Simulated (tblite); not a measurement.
# Cl2GaH2: the cost of one run

Computed with tblite 0.8.0 and PySCF 2.14.0; each step states its level. No surroundings beyond the atoms listed, unless a continuum is named. Atoms count from 0, parts from 1.

## 1. Starting point

5 atoms, charge 1, multiplicity 1; geometry: rigid parts in contact. Parts: 1 = atom 0, `[Ga+]`, charge 1; 2 = atoms 1–2, `Cl`, charge 0; 3 = atoms 3–4, `Cl`, charge 0.

## 2. Search for minima with GFN2-xTB

What the job is given:

```
{"job": {"kind": "dock", "xc": "GFN2-xTB", "basis": "xTB"}, "charge": 1, "multiplicity": 1, "parts": [{"atoms": "0-0", "charge": 1, "multiplicity": 1}, {"atoms": "1-2", "charge": 0, "multiplicity": 1}, {"atoms": "3-4", "charge": 0, "multiplicity": 1}]}
Ga    -0.314964    -0.152271     0.121784
Cl     1.737006    -1.175274    -1.074892
H      2.722023    -1.658802    -1.722773
Cl     0.259443    -1.807274     1.989668
H      1.040701    -2.598607     2.602006
```

With the program's defaults for keys left out, this is: GFN2-xTB search for minima from random contacts, gas phase.

The run is started by

```sh
OMP_NUM_THREADS=1 python cluster_run.py task.json out
```

The driver reads the jobs from task.json and runs them one after another.

Q: Estimate the wall time of this first job on 1 thread of Arm Neoverse V1, shared host.

About 4.1 s.
